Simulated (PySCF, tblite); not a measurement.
# C3H11Cl2FSi3: geometry, infrared bands and NMR shifts

Aim: predict the infrared bands and NMR shifts of C3H11Cl2FSi3 (`FC[Si]([SiH3])([SiH3])CC(Cl)Cl`).

Computed with tblite 0.8.0 and PySCF 2.14.0, with density-fitted response routines of our own, on a single molecule in the gas phase. Atoms are numbered from 0 throughout.

### 1 The molecule as given

20 atoms, charge 0, multiplicity 1; geometry from: force field or distance geometry start.

Bonds of the start (Å): F0–C1 1.39, C1–Si2 1.88, Si2–Si3 2.19, Si2–Si4 2.22, Si2–C5 1.84, C5–C6 1.47, C6–Cl7 1.78, C6–Cl8 1.75, C1–H9 1.08, C1–H10 1.13, Si3–H11 1.46, Si3–H12 1.48, Si3–H13 1.49, Si4–H14 1.48, Si4–H15 1.47, Si4–H16 1.47, C5–H17 1.14, C5–H18 1.11, C6–H19 1.13.

### 2 Relaxing the molecule with GFN2-xTB

What the job is given:

```
{"job": {"kind": "relax", "xc": "GFN2-xTB", "basis": "xTB"}, "charge": 0, "multiplicity": 1}
F      2.947500    -0.527400    -1.013400
C      1.645000    -0.976500    -1.217300
Si     0.412600    -0.038000    -0.144900
Si     1.392900     0.342100     1.772200
Si    -0.133900     1.920800    -1.026700
C     -1.084500    -1.108000    -0.142800
C     -2.298400    -0.631200     0.531700
Cl    -2.844000     0.884400    -0.216300
Cl    -2.213000    -0.431300     2.268900
H      1.350500    -1.030400    -2.258500
H      1.618100    -2.032500    -0.802200
H      0.522400     0.536000     2.929000
H      2.211300     1.561000     1.626200
H      2.386300    -0.740800     2.009500
H      1.115700     2.704900    -1.151800
H     -1.012800     2.644900    -0.104500
H     -0.688300     1.739500    -2.375600
H     -0.866800    -2.171400     0.194000
H     -1.349900    -1.255600    -1.214700
H     -3.115700    -1.379900     0.334100
```

The run is started by

```
$ OMP_NUM_THREADS=1 python probes_run.py task.json out
```

The driver reads the jobs from task.json and runs them one after another.

**Question.** This job is followed by: GFN2-xTB harmonic vibrations, gas phase; GIAO PBE0/pcSseg-1 NMR shielding, non-relativistic, gas phase. Predict these results of the whole session: strongest single infrared mode (GFN2-xTB); zero-point energy (GFN2-xTB); 13C shifts against TMS (PBE0/pcSseg-1); 1H shifts against TMS (PBE0/pcSseg-1, means over atoms taken as alike); 19F shifts against CFCl3 (PBE0/pcSseg-1); 29Si shifts against TMS (PBE0/pcSseg-1, means over atoms taken as alike); 35Cl shifts against HCl (PBE0/pcSseg-1, means over atoms taken as alike).

As calculated:

```
                                                                quantity                       value
                               strongest single infrared mode (GFN2-xTB)        746 cm⁻¹, 805 km/mol
                                            zero-point energy (GFN2-xTB)               77.5 kcal/mol
                                  13C shifts against TMS (PBE0/pcSseg-1)        90.5, 80.7, 35.7 ppm
  1H shifts against TMS (PBE0/pcSseg-1, means over atoms taken as alike)  6.42, 5.04, 3.82, 1.68 ppm
                                19F shifts against CFCl3 (PBE0/pcSseg-1)                  -294.0 ppm
29Si shifts against TMS (PBE0/pcSseg-1, means over atoms taken as alike)           -51.6, -102.8 ppm
35Cl shifts against HCl (PBE0/pcSseg-1, means over atoms taken as alike)                     318 ppm
```

What this shows: Over 213 steps the energy fell by 1.011 eV; of the close pairs, Si2–Si3 changed most, 2.186 to 2.345 Å. All 54 modes are real, so the xTB geometry is a minimum. The strongest single mode, at 746 cm⁻¹, has its largest shares on H15, H11 and H16 (the list is cut at 3 atoms). Unscaled tight-binding wavenumbers are off by several per cent, some by more. Its intensities can rank the bands wrongly. C6 stands next to heavy halogen, whose spin-orbit shielding this run leaves out, so the computed shift lies too far downfield, most of all for carbon beside Br or I. H19 (hydrogen on an sp3 CH bonded to 2 Cl) lies farthest downfield among hydrogen, at 6.42 ppm; its carbon carries Cl, an electronegative neighbour. At PBE0/pcSseg-1: Shielding is most anisotropic at Cl7, Cl8 (span 590 ppm, paramagnetic term -515 ppm).
